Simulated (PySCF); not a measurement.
# C14H12B2N2: core binding energies, electronic excitations

Aim: compute the core binding energies, electronic excitations of C14H12B2N2 (`C1=CNB2C(=C1)C=CC1=C2C=CN2C=CC=CB12`).

Programs: PySCF 2.14.0, with routines of our own; each step states its level. All values are computed. Atoms count from 0.

## 1. The system as given

30 atoms, charge 0, multiplicity 1; geometry from: GFN2-xTB.

## 2. Core binding energies: delta-SCF UKS SCAN, pcX-2 on the ionised atom, pcseg-1

The job: settings as JSON, then the geometry in Å.

```
{"job": {"kind": "xps", "atoms": [12, 13, 17]}, "charge": 0, "multiplicity": 1}
C      4.689903     0.326282     0.472217
C      4.082031     1.551393     0.564888
N      2.746823     1.689827     0.458722
B      1.882300     0.581391     0.244560
C      2.570395    -0.777491     0.142726
C      3.946272    -0.840207     0.261883
C      1.756874    -1.925211    -0.071895
C      0.407775    -1.811556    -0.182168
C     -0.326971    -0.585591    -0.100612
C      0.351310     0.622285     0.108702
C     -0.418512     1.816990     0.182897
C     -1.767054     1.847711     0.062095
N     -2.508084     0.718330    -0.143359
C     -3.858727     0.829565    -0.254697
C     -4.662814    -0.244256    -0.459504
C     -4.128326    -1.548751    -0.568336
C     -2.787097    -1.752818    -0.469579
B     -1.859062    -0.570660    -0.240286
H      5.763618     0.271706     0.564657
H      4.668279     2.447058     0.727595
H      2.392286     2.633534     0.540380
H      4.468975    -1.787176     0.194861
H      2.224537    -2.900140    -0.147819
H     -0.174582    -2.708118    -0.344707
H      0.093284     2.756464     0.344294
H     -2.313918     2.781979     0.125307
H     -4.272445     1.827974    -0.171440
H     -5.728683    -0.095938    -0.539814
H     -4.819035    -2.366807    -0.731393
H     -2.430163    -2.770631    -0.560269
```

Method: delta-SCF UKS SCAN, pcX-2 on the ionised atom, pcseg-1 elsewhere, spin-free X2C (atomic blocks).

Run with:

```sh
$ OMP_NUM_THREADS=1 python large_run.py task.json out
```

The driver reads the jobs from task.json and runs them one after another.

Log:

```text
ground state, core basis on atom 12 (N), 343 functions
  cycle   1  E = -699.65310586  |g| = 8.01e-01
  cycle   2  E = -699.11204181  |g| = 1.50e+00
  cycle   3  E = -699.77272127  |g| = 4.92e-01
  cycle   4  E = -699.84885474  |g| = 9.13e-02
  cycle   5  E = -699.85018829  |g| = 6.11e-02
  cycle   6  E = -699.85112668  |g| = 2.01e-02
  cycle   7  E = -699.85122339  |g| = 9.54e-03
  cycle   8  E = -699.85124476  |g| = 2.60e-03
  cycle   9  E = -699.85124605  |g| = 1.77e-03
  cycle  10  E = -699.85124643  |g| = 4.34e-04
  E(ground) = -699.89072006 Eh
hole in N 1s of atom 12
  cycle   1  E = -684.21302810  |g| = 1.88e+00
  cycle   2  E = -681.66471762  |g| = 2.76e+00
  cycle   3  E = -683.99013784  |g| = 1.10e+00
  cycle   4  E = -684.39129039  |g| = 8.47e-01
  cycle   5  E = -684.91609733  |g| = 2.41e-01
  cycle   6  E = -684.90917155  |g| = 2.70e-01
  cycle   7  E = -684.95269647  |g| = 5.56e-02
  cycle   8  E = -684.95421098  |g| = 2.17e-02
  cycle   9  E = -684.95443173  |g| = 9.56e-03
  cycle  10  E = -684.95447877  |g| = 4.18e-03
  cycle  11  E = -684.95448638  |g| = 2.57e-03
  cycle  12  E = -684.95449199  |g| = 1.02e-03
  E(ion) = -684.99290959 Eh   <S^2> = 0.7687   hole on atom = 1.000   binding energy = 405.390 eV
ground state, core basis on atom 13 (C), 343 functions
  cycle   1  E = -699.84067914  |g| = 5.71e-02
  cycle   2  E = -699.84060535  |g| = 2.14e-02
  cycle   3  E = -699.84034225  |g| = 3.70e-02
  cycle   4  E = -699.84070889  |g| = 6.54e-03
  cycle   5  E = -699.84072391  |g| = 1.17e-03
  cycle   6  E = -699.84072300  |g| = 5.08e-04
  cycle   7  E = -699.84072507  |g| = 1.36e-04
  E(ground) = -699.88227090 Eh
hole in C 1s of atom 13
  cycle   1  E = -688.55615763  |g| = 1.52e+00
  cycle   2  E = -682.25904287  |g| = 3.35e+00
  cycle   3  E = -687.96892676  |g| = 1.21e+00
  cycle   4  E = -687.84530048  |g| = 1.18e+00
  cycle   5  E = -689.06352820  |g| = 3.71e-01
  cycle   6  E = -689.09377271  |g| = 3.35e-01
  cycle   7  E = -689.15582277  |g| = 1.10e-01
  cycle   8  E = -689.16325133  |g| = 4.45e-02
  cycle   9  E = -689.16420172  |g| = 2.62e-02
  cycle  10  E = -689.16459400  |g| = 8.69e-03
  cycle  11  E = -689.16464548  |g| = 5.72e-03
  cycle  12  E = -689.16467942  |g| = 3.62e-03
  cycle  13  E = -689.16470330  |g| = 2.91e-03
  cycle  14  E = -689.16474425  |g| = 2.41e-03
  cycle  15  E = -689.16476949  |g| = 2.23e-03
  cycle  16  E = -689.16478851  |g| = 1.62e-03
  E(ion) = -689.20540666 Eh   <S^2> = 0.7979   hole on atom = 1.000   binding energy = 290.532 eV
ground state, core basis on atom 17 (B), 343 functions
  cycle   1  E = -699.83210653  |g| = 5.45e-02
  cycle   2  E = -699.83152316  |g| = 5.49e-02
  cycle   3  E = -699.83210943  |g| = 3.19e-02
  cycle   4  E = -699.83236061  |g| = 1.47e-02
  cycle   5  E = -699.83241561  |g| = 2.80e-03
  cycle   6  E = -699.83241772  |g| = 6.97e-04
  cycle   7  E = -699.83241642  |g| = 3.17e-04
  E(ground) = -699.87417486 Eh
hole in B 1s of atom 17
  cycle   1  E = -692.26353156  |g| = 1.20e+00
  cycle   2  E = -689.99057772  |g| = 2.14e+00
  cycle   3  E = -692.34506492  |g| = 7.16e-01
  cycle   4  E = -692.59586070  |g| = 4.34e-01
  cycle   5  E = -692.69196007  |g| = 1.78e-01
  cycle   6  E = -692.70584715  |g| = 9.43e-02
  cycle   7  E = -692.71097295  |g| = 3.60e-02
  cycle   8  E = -692.71182502  |g| = 1.68e-02
  cycle   9  E = -692.71218486  |g| = 1.13e-02
  cycle  10  E = -692.71241867  |g| = 1.03e-02
  cycle  11  E = -692.71273435  |g| = 9.72e-03
  cycle  12  E = -692.71312776  |g| = 9.11e-03
  cycle  13  E = -692.71365795  |g| = 8.00e-03
  cycle  14  E = -692.71396470  |g| = 6.38e-03
  cycle  15  E = -692.71407464  |g| = 5.56e-03
  cycle  16  E = -692.71412718  |g| = 5.51e-03
  cycle  17  E = -692.71427740  |g| = 3.32e-03
  cycle  18  E = -692.71432637  |g| = 3.04e-03
  cycle  19  E = -692.71435944  |g| = 2.38e-03
  cycle  20  E = -692.71437751  |g| = 1.92e-03
  E(ion) = -692.75618357 Eh   <S^2> = 1.0209   hole on atom = 1.000   binding energy = 193.690 eV
```

Wall time 3.4 min (1 thread of Arm Neoverse V1, shared host); peak memory 0.69 GiB.

The holes in one table. −ε is the ground-state orbital energy:

```
      hole  stands for                                   environment          ΔSCF (eV)  −ε (eV)   ⟨S²⟩
N1s on N12         N12                              enamine nitrogen             405.39    387.4  0.769
C1s on C13         C13                alkene carbon bearing nitrogen             290.53    274.7  0.798
B1s on B17         B17  boron bonded to 2 C, N, in a 6-membered ring  193.69 (doubtful)    179.0  1.021
```

Doubtful: the ion did not converge, its hole moved, or its ⟨S²⟩ is well above 0.75.

## 3. Electronic excitations: TDA PBE0/6-31G* in tetrahydrofuran

The job, as its differences from that of step 2:

```diff
@@ -1,2 +1,2 @@
-{"job": {"kind": "xps", "atoms": [12, 13, 17]}, "charge": 0, "multiplicity": 1}
+{"job": {"kind": "uv", "basis": "6-31G*", "grid": 1, "kgrid": 0, "vcut": null, "nstates": 8, "ntriplets": 0, "tda": true, "delta": [], "pop": false, "xc": "PBE0", "solvent": "tetrahydrofuran", "pol": false}, "charge": 0, "multiplicity": 1}
 C      4.689903     0.326282     0.472217
```

Method: TDA PBE0/6-31G*, vertical, IEF-PCM tetrahydrofuran (non-equilibrium linear response), core orbitals frozen in the response.

Log:

```text
start: PBE on a coarse grid of 25556 points
cycle   1  E = -699.1001676410  dE =  3.020e+00  |g| = 8.449e-01  |ddm| = 6.370e+00
cycle   2  E = -698.7185412422  dE =  3.816e-01  |g| = 1.385e+00  |ddm| = 3.042e+00
cycle   3  E = -699.2491544271  dE = -5.306e-01  |g| = 4.829e-01  |ddm| = 2.337e+00
cycle   4  E = -699.3180647169  dE = -6.891e-02  |g| = 7.044e-02  |ddm| = 5.695e-01
cycle   5  E = -699.3187555387  dE = -6.908e-04  |g| = 4.892e-02  |ddm| = 1.182e-01
cycle   6  E = -699.3193290763  dE = -5.735e-04  |g| = 1.307e-02  |ddm| = 5.551e-02
cycle   7  E = -699.3193668240  dE = -3.775e-05  |g| = 5.933e-03  |ddm| = 1.746e-02
final grid: 112435 points
cycle   8  E = -699.1983129624  dE = -8.141e-03  |g| = 4.110e-02  |ddm| = 7.149e-01
cycle   9  E = -699.1984545315  dE = -1.416e-04  |g| = 3.806e-02  |ddm| = 1.019e-01
cycle  10  E = -699.1988272223  dE = -3.727e-04  |g| = 8.259e-03  |ddm| = 4.155e-02
cycle  11  E = -699.1988490076  dE = -2.179e-05  |g| = 2.884e-03  |ddm| = 1.163e-02
cycle  12  E = -699.1988490722  dE = -6.462e-08  |g| = 9.288e-04  |ddm| = 4.354e-03
cycle  13  E = -699.1988514427  dE = -2.371e-06  |g| = 3.987e-04  |ddm| = 1.343e-03
cycle  14  E = -699.1988511991  dE =  2.437e-07  |g| = 1.002e-04  |ddm| = 4.853e-04
cycle  15  E = -699.1988509080  dE =  2.911e-07  |g| = 4.528e-05  |ddm| = 1.481e-04
converged SCF energy = -699.1988509080

Singlet excitations
state   eV       nm        f      main configurations
  1   3.4634    358.0   0.53513   H->L 0.93
  2   3.9004    317.9   0.06898   H-1->L 0.68, H->L+1 0.18, H->L+2 0.11
  3   4.1203    300.9   0.16509   H->L+1 0.63, H-2->L 0.13, H->L+2 0.12
  4   4.4913    276.1   0.07194   H-2->L 0.54, H->L+2 0.16, H->L+1 0.14
  5   4.7187    262.8   0.48734   H-1->L+1 0.47, H->L+2 0.21, H-2->L 0.08
  6   4.9635    249.8   0.00000   H-4->L 0.98
  7   5.0783    244.1   0.04287   H-2->L+1 0.32, H-1->L+1 0.30, H-2->L 0.10
  8   5.2307    237.0   0.21854   H-3->L 0.77
```

Run time: 32 s. Hardware: 1 thread of Arm Neoverse V1, shared host; peak memory 0.7 GiB.

The orbitals next to the gap, with their largest atomic shares:

```
orbital     eV                         atoms
 HOMO−4  -7.76     B3 18 %, C9 16 %, C8 13 %
 HOMO−3  -7.37    C10 17 %, C0 11 %, C7 10 %
 HOMO−2  -6.63   B17 13 %, C14 11 %, C0 10 %
 HOMO−1  -6.07  C16 18 %, C13 15 %, C14 11 %
   HOMO  -5.40    C7 14 %, C6 14 %, C11 13 %
   LUMO  -1.46     C5 18 %, C1 12 %, C9 11 %
 LUMO+1  -0.55  C15 20 %, C13 19 %, C16 17 %
 LUMO+2  -0.07    C4 16 %, C1 15 %, B17 10 %
 LUMO+3   0.88    C11 18 %, B3 15 %, C10 9 %
```

With each of the 8 states as a Gaussian band of 0.4 eV half-width at 1/e, the curve within the window shown has maxima at 354 nm (ε 23,000), 262 nm (ε 25,000) L/(mol cm). Beyond the last state computed it falls off for lack of states. The curve at chosen wavelengths:

```json
{"nm": "224", "ε (L/mol/cm)": "5849"}
{"nm": "232", "ε (L/mol/cm)": "11140"}
{"nm": "241", "ε (L/mol/cm)": "16804"}
{"nm": "249", "ε (L/mol/cm)": "21318"}
{"nm": "257", "ε (L/mol/cm)": "24531"}
{"nm": "266", "ε (L/mol/cm)": "24624"}
{"nm": "274", "ε (L/mol/cm)": "21734"}
{"nm": "282", "ε (L/mol/cm)": "18047"}
{"nm": "291", "ε (L/mol/cm)": "14973"}
{"nm": "299", "ε (L/mol/cm)": "13676"}
{"nm": "307", "ε (L/mol/cm)": "13547"}
{"nm": "316", "ε (L/mol/cm)": "14601"}
{"nm": "324", "ε (L/mol/cm)": "16466"}
{"nm": "332", "ε (L/mol/cm)": "18858"}
{"nm": "340", "ε (L/mol/cm)": "21173"}
{"nm": "349", "ε (L/mol/cm)": "22855"}
{"nm": "357", "ε (L/mol/cm)": "23028"}
{"nm": "365", "ε (L/mol/cm)": "21865"}
{"nm": "374", "ε (L/mol/cm)": "19269"}
{"nm": "382", "ε (L/mol/cm)": "16290"}
{"nm": "390", "ε (L/mol/cm)": "13140"}
{"nm": "399", "ε (L/mol/cm)": "9817"}
{"nm": "407", "ε (L/mol/cm)": "7288"}
{"nm": "415", "ε (L/mol/cm)": "5241"}
{"nm": "424", "ε (L/mol/cm)": "3499"}
{"nm": "432", "ε (L/mol/cm)": "2382"}
```

Ground-state properties from the same run:

```
          property  computed
 dipole moment (D)      4.79
HOMO–LUMO gap (eV)      3.94
     −ε(HOMO) (eV)      5.40
```

## 4. Outcome

| quantity | value |
| --- | --- |
| N1s binding energies, SCAN/pcX-2 (standing for 1 of 2 atoms) | N12 405.39 eV |
| C1s binding energies, SCAN/pcX-2 (standing for 1 of 14 atoms) | C13 290.53 eV |
| lowest singlet (PBE0/6-31G*) | 3.46 eV (358 nm), f = 0.535 |

What this shows: The lowest singlet, at 3.46 eV, is HOMO→LUMO 0.93 and is bright.
